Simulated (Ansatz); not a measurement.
**Rb2CoO2 (element-swapped structure): how the settings move a single-point run**

Question: which choices in the input matter for Rb2CoO2 (element-swapped structure)?

Computed with Ansatz 0.2.0 (reference: DFT PBE, plane waves, PAW, scalar-relativistic, no spin polarisation, unless a step's input says otherwise).

**1. The starting structure**

Symmetry: I4/mmm, No. 139, tetragonal system. Conventional cell: a = 4.229 Å, b = 4.229 Å, c = 13.346 Å, α = 90.00°, β = 90.00°, γ = 90.00°. Rb (site symmetry 4mm) is surrounded by 5 O at 2.91 to 3.01 Å. O (site symmetry 4mm) is surrounded by 1 Co at 1.70 Å. Co (site symmetry 4/mmm) is surrounded by 2 O at 1.70 Å.

Coordinates:

```cif
data_structure
_symmetry_space_group_name_H-M 'I4/mmm'
_symmetry_Int_Tables_number 139
_cell_length_a 4.2293
_cell_length_b 4.2293
_cell_length_c 13.3456
_cell_angle_alpha 90.000
_cell_angle_beta 90.000
_cell_angle_gamma 90.000
_cell_volume 238.71
loop_
_atom_site_label
_atom_site_type_symbol
_atom_site_symmetry_multiplicity
_atom_site_Wyckoff_symbol
_atom_site_fract_x
_atom_site_fract_y
_atom_site_fract_z
_atom_site_occupancy
Rb1 Rb 4 e 0.50000 0.50000 0.84510 1
O1 O 4 e 0.50000 0.50000 0.62730 1
Co1 Co 2 a 0.00000 0.00000 0.00000 1
```

**2. Reference**

input.yaml reads:

```yaml
crystal:
  lattice:
    - [0.0, 4.22926, 0.0]
    - [4.22926, 0.0, 0.0]
    - [2.11463, 2.11463, -6.67281]
  atoms:
    - { symbol: Rb, position: [0.3451, 0.3451, 0.3098] }
    - { symbol: Rb, position: [0.6549, 0.6549, 0.6902] }
    - { symbol: O, position: [0.1273, 0.1273, 0.7454] }
    - { symbol: O, position: [0.8727, 0.8727, 0.2546] }
    - { symbol: Co, position: [0.0, 0.0, 0.0] }
  symmetry: { tolerance: 0.0003 }
kpoints:
  mp_grid: { grid: [5, 5, 5], shift: [0, 0, 0] }
magnetization:
  spin_polarized: false
scf:
  occupations: { method: fermi_dirac }
hamiltonian:
  pseudopotentials: { kind: paw }
  xc: pbe
basis:
  ecutwfc: 420
output:
  forces: true
  stress: true
  eigenvalues: true
```

On the command line:

```sh
$ ansatz run input.yaml --threads 1 --pin off --max-ram 2560MiB --backend cpu --events-out ev --progress --plain --runs-dir out
```

**3. Changed: hubbard.sites [{species: Co, l: d, u_eff: 6.0}], hubbard.double_counting amf**

Edit input.yaml of step 2 so:

```diff
@@ -21,2 +21,3 @@
   xc: pbe
+  hubbard: { sites: [{ species: Co, l: d, u_eff: 6.0 }], double_counting: amf }
 basis:
```

**4. Variant: occupations.method cold, occupations.width 0.01, mixing.algorithm anderson, mixing.beta 0.1, mixing.ndim 4**

Edit input.yaml of step 2 so:

```diff
@@ -17,3 +17,4 @@
 scf:
-  occupations: { method: fermi_dirac }
+  occupations: { method: cold, width: 0.01 }
+  mixing: { algorithm: anderson, beta: 0.1, ndim: 4 }
 hamiltonian:
@@ -27 +28,5 @@
   eigenvalues: true
+  write_density: true
+  write_potential: true
+  elf: true
+  volumetric_format: npy
```

**5. A run with other settings**

Edit input.yaml of step 2 so:

```diff
@@ -18,2 +18,4 @@
   occupations: { method: fermi_dirac }
+  convergence: { dr2_threshold: 0.0001 }
+  initial_density: { chi_scale: 0.0 }
 hamiltonian:
@@ -21,2 +23,3 @@
   xc: pbe
+  hubbard: { sites: [{ species: Co, l: d, u_eff: 4.0 }], double_counting: fll }
 basis:
```

**7. Changed: occupations.width 0.01, lower_state_search off**

Edit input.yaml of step 2 so:

```diff
@@ -17,3 +17,4 @@
 scf:
-  occupations: { method: fermi_dirac }
+  occupations: { method: fermi_dirac, width: 0.01 }
+  lower_state_search: "off"
 hamiltonian:
@@ -27 +28,5 @@
   eigenvalues: true
+  write_density: true
+  write_potential: true
+  elf: true
+  volumetric_format: npy
```

(Steps that only read results are left out.)

Before running it: what results should come out? Wanted: for each run, ending; energy change; pressure; gap; force.

The runs gave:

```
                                                                                                                 run     ending                                          energy change  pressure (GPa)  gap (eV)  force (eV/Å)  cycles   time
                                                                                                           reference  converged                                                      0            -1.1      0.00          0.58      10    3 s
                                     1: hubbard.sites [{species: Co, l: d, u_eff: 6.0}], hubbard.double_counting amf  converged  -297.7 meV/atom (U changed: no physical gain or loss)            -0.4      0.00          0.17      14  5.4 s
       2: occupations.method cold, occupations.width 0.01, mixing.algorithm anderson, mixing.beta 0.1, mixing.ndim 4  converged                                    +8.2 meV/atom (σ→0)            -1.3      0.00          0.71      44  8.1 s
3: dr2_threshold 0.0001, chi_scale 0.0, hubbard.sites [{species: Co, l: d, u_eff: 4.0}], hubbard.double_counting fll  converged  +553.6 meV/atom (U changed: no physical gain or loss)            -0.8      0.00          0.33      10  4.8 s
                                                                   4: occupations.width 0.01, lower_state_search off  converged                                    +8.2 meV/atom (σ→0)            -1.3      0.00          0.71      11  4.2 s
```

Times don't compare one to one where runs were asked for different outputs or read a saved state (see the inputs); cycles may leave out searches for a lower state.

Residual by cycle in the longest SCF loop of each run; runs are numbered as in the table. The quantity is the density residual dr2, in eV.

```
cycle  reference   run 1    run 2   run 3   run 4
    1     0.0499    30.1   0.0338    15.5  0.0338
    5    0.00138  0.0748   0.0127   0.156  0.0195
    9     1.8e-7  2.8e-4  0.00516  5.2e-4  3.2e-6
   13          -  1.1e-6   9.5e-4       -       -
   17          -       -   8.9e-4       -       -
   21          -       -   5.9e-4       -       -
   24          -       -   1.4e-4       -       -
   28          -       -   5.8e-5       -       -
   32          -       -   1.2e-5       -       -
   36          -       -   2.6e-6       -       -
   40          -       -   3.4e-7       -       -
   44          -       -   8.3e-8       -       -
```

What this shows: Of the converged runs whose energies compare with the reference's, «occupations.method cold, occupations.width 0.01, mixing.algorithm anderson, mixing.beta 0.1, mixing.ndim 4» moves the energy most (+8.2 meV/atom). A changed U is a change of model: its shifts are not errors of convergence. The reference has no spin polarisation; with Co present, a magnetic state may lie lower.

The reference has limits of its own: its mesh is coarse for a cell with so small a gap or none; the structure is made up and not relaxed.
